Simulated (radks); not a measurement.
# Zr²⁺ in [Kr] 4d2: an all-electron calculation

One table from this session's results is given with a row withheld; the runs are named, their logs left out.

Program: radks (a radial shooting solver on a logarithmic mesh, Libxc functionals) version 1. Level of theory: Dirac Kohn-Sham, OLYP, spin-unpolarised, spherical densities, point nucleus; open shells are shared between the two j in proportion to 2j + 1. These are calculated values, not measurements, unless marked.

**The atom as given**

* element: zirconium (Z = 40)
* charge: +2
* electrons: 38
* configuration: [Kr] 4d2

The outer shells:

Zr²⁺
```
[Kr] core
4d [↑ ][↑ ][  ][  ][  ]
```

Set-up of the first run:

The run's settings:

```text
Z 40
configuration [Kr] 4d2
relativity Dirac
functional optx,lyp
spin unpolarised
j_filling average
nucleus point
c 137.035999084
```

The run is started by

```sh
> python run_ks.py task.json out
```

All runs below come from this command, one after another.

One of the session's tables, all rows but one given; the rest of the session is left out.

It belongs to the step «Orbitals and density». From the orbitals of this run (lengths in bohr):

```
level      <r>  outermost maximum (interpolated)  90 % within  nodes
1s1/2  0.03707                            0.0241       0.0664      0
2s1/2   0.1623                             0.137        0.251      1
2p1/2   0.1387                             0.107        0.227      0
2p3/2   0.1430                             0.111        0.233      0
3s1/2   0.4579                             0.408        0.678      2
3p1/2   0.4544                             0.396        0.689      1
3p3/2   0.4648                             0.405        0.704      1
3d3/2   0.4493                             0.345        0.723      0
3d5/2   0.4529                             0.348        0.728      0
4s1/2    1.211                              1.08         1.77      3
4p1/2    1.340                              1.16         1.98      2
4p3/2    1.369                              1.19         2.03      2
4d3/2        ?                                 ?            ?      ?
4d5/2    2.011                              1.55         3.20      1
```

**Question.** Estimate the row for 4d3/2.

As computed: <r>: 1.995; outermost maximum (interpolated): 1.54; 90 % within: 3.17; nodes: 1. In the column «<r>» it lies between 4p3/2 (1.369) and 4d5/2 (2.011).

Limits of these values: Spin polarisation and multiplet splitting are left out.
